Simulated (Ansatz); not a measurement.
# C₃H₈BN: basis-set convergence

One table from this session's results is given with a row withheld; the runs are named, their logs left out.

Program: Ansatz 0.2.0, Gaussian basis. Level of theory: one geometry, several basis sets. These are calculated values, not measurements.

Plan: PBE0-D4/def2-SVP; ωB97M-V/def2-SVP; PBE0-D4/def2-QZVPP; ωB97M-V/def2-QZVPP; the functionals' def2-TZVPP values are taken from earlier runs.

**Structure used throughout**

An earlier PBE0-D4 in a triple-zeta def2 set relaxation fixed the geometry.

SMILES `BN(C)C=C`, 13 atoms, charge 0, spin multiplicity 1.

Atoms are counted from 1 here; the program's logs count them from 0.

Bond lengths: B1–N2 1.399 Å, B1–H6 1.195 Å, B1–H7 1.195 Å, N2–C3 1.449 Å, N2–C4 1.395 Å, C3–H8 1.094 Å, C3–H9 1.094 Å, C3–H10 1.087 Å, C4–C5 1.331 Å, C4–H11 1.084 Å, C5–H12 1.082 Å, C5–H13 1.081 Å. Angles: N2–B1–H6 118.5°, N2–B1–H7 119.0°, H6–B1–H7 122.5°, B1–N2–C3 122.3°, B1–N2–C4 121.2°, C3–N2–C4 116.5°, N2–C3–H8 110.7°, N2–C3–H9 110.7°, N2–C3–H10 109.1°, H8–C3–H9 108.1°, H8–C3–H10 109.1°, H9–C3–H10 109.1°, N2–C4–C5 126.4°, N2–C4–H11 112.9°, C5–C4–H11 120.7°, C4–C5–H12 123.3°, C4–C5–H13 119.4°, H12–C5–H13 117.4°.

Set-up of the first run:

Contents of in.yaml:

```yaml
crystal:
  periodic: [false, false, false]
  atoms:
    - {symbol: B, position_ang: [-0.159378, 0.370526, -1.851008]}
    - {symbol: N, position_ang: [0.038320, 0.124930, -0.488303]}
    - {symbol: C, position_ang: [1.288410, 0.426593, 0.178711]}
    - {symbol: C, position_ang: [-0.969881, -0.427908, 0.300754]}
    - {symbol: C, position_ang: [-0.894068, -0.703288, 1.600305]}
    - {symbol: H, position_ang: [-1.217949, 0.095525, -2.333181]}
    - {symbol: H, position_ang: [0.732451, 0.845650, -2.488720]}
    - {symbol: H, position_ang: [1.725996, -0.479283, 0.608866]}
    - {symbol: H, position_ang: [1.131245, 1.145073, 0.988767]}
    - {symbol: H, position_ang: [1.983074, 0.849711, -0.542939]}
    - {symbol: H, position_ang: [-1.878035, -0.630339, -0.255617]}
    - {symbol: H, position_ang: [-0.009813, -0.518613, 2.195580]}
    - {symbol: H, position_ang: [-1.749971, -1.133475, 2.101687]}
basis:
  gaussian: {orbitals: def2-SVP}
hamiltonian: {xc: pbe0, dispersion: d4}
output: {orbitals: {seedname: orbitals}}
```

Command:

```
ansatz run in.yaml --threads 4 --pin off --events-out ev --progress --plain --max-ram 10444MiB
```

Steps of the session up to this table: PBE0-D4 in def2-SVP; ωB97M-V in def2-SVP; PBE0-D4 in def2-QZVPP; ωB97M-V in def2-QZVPP.

One of the session's tables, all rows but one given; the rest of the session is left out.

It belongs to the step «Density functionals: the series». 

```
functional       basis  HOMO (eV)
   PBE0-D4    def2-SVP      -6.74
   PBE0-D4  def2-TZVPP      -6.79
   PBE0-D4  def2-QZVPP          ?
   ωB97M-V    def2-SVP      -8.90
   ωB97M-V  def2-TZVPP      -8.95
   ωB97M-V  def2-QZVPP      -8.96
```

Estimate the missing values for PBE0-D4, def2-QZVPP.

As computed: HOMO (eV): -6.80. In the column «HOMO (eV)» it lies between ωB97M-V, def2-SVP (-8.90) and PBE0-D4, def2-TZVPP (-6.79).
